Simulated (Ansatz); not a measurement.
# Nb (diamond type): how the settings move a single-point run

Aim: see which settings change the result for Nb (diamond type), by how much, and at what cost.

Computed with Ansatz 0.2.0 (reference: DFT, PBEsol, all-electron PAW with datasets made for the crystal, scalar-relativistic, unless a step's input says otherwise).

**1. Starting point**

It takes space group R-3m (No. 166, trigonal). Conventional cell: a = 4.002 Å, b = 4.002 Å, c = 9.802 Å, α = 90.00°, β = 90.00°, γ = 120.00°. Around Nb (site symmetry 3m) lie 1 Nb at 1.42 Å.

Structure file:

```xyz
2
Lattice="0.0000 2.8297 2.8297 2.8297 0.0000 2.8297 2.8297 2.8297 0.0000" Properties=species:S:1:pos:R:3 pbc="T T T"
Nb   -0.4103   -1.0045   -1.0045
Nb    0.4103    1.0045    1.0045
```

**2. Baseline**

The input, input.yaml:

```yaml
crystal:
  lattice:
    - [0.0, 2.8296800281, 2.8296800281]
    - [2.8296800281, 0.0, 2.8296800281]
    - [2.8296800281, 2.8296800281, 0.0]
  atoms:
    - { symbol: Nb, position: [-0.2825, -0.0725, -0.0725] }
    - { symbol: Nb, position: [0.2825, 0.0725, 0.0725] }
kpoints:
  mp_grid: { grid: [9, 9, 9] }
scf:
  occupations: { method: fermi_dirac, width: 0.05 }
hamiltonian:
  xc: pbesol
  pseudopotentials: { kind: all_electron, datasets: crystal }
output:
  forces: true
  stress: true
  eigenvalues: true
  efg: { contact_densities: true }
```

Command:

```sh
ansatz run input.yaml --threads 1 --pin off --max-ram 2048MiB --backend cpu --events-out ev --progress --plain --runs-dir out
```

**3. Variant: preconditioner resta**

Changes to input.yaml since step 2:

```diff
@@ -12,2 +12,3 @@
   occupations: { method: fermi_dirac, width: 0.05 }
+  mixing: { preconditioner: resta }
 hamiltonian:
```

**Question.** What will these runs give? Wanted: for each run, ending; energy change; pressure; gap; force.

**Answer**, as computed:

```
                    run     ending  energy change  pressure (GPa)  gap (eV)  force (eV/Å)  cycles  time
              reference  converged              0           211.3      0.00        123.83      10  53 s
1: preconditioner resta  converged   0.0 meV/atom           211.3      0.00        123.83       8  49 s
```

Residual by cycle in the longest SCF loop of each run; runs are numbered as in the table. The quantity is the density residual dr2, in eV.

```
cycle  reference    run 1
    1       20.9     20.9
    2       5.34    0.601
    3      0.198   0.0253
    4    0.00395  0.00724
    5    0.00123   1.1e-4
    6     2.1e-4   2.3e-5
    7     5.1e-6   8.7e-7
    8     4.3e-7   5.3e-8
    9     6.7e-8        -
   10     1.9e-8        -
```

Same state: the changed mixing leaves the energy within 0.5 meV/atom. Cost: 8 SCF cycles against 10. The structure is not at rest: the sound run finds 211 GPa, so these are no properties of the relaxed crystal. 
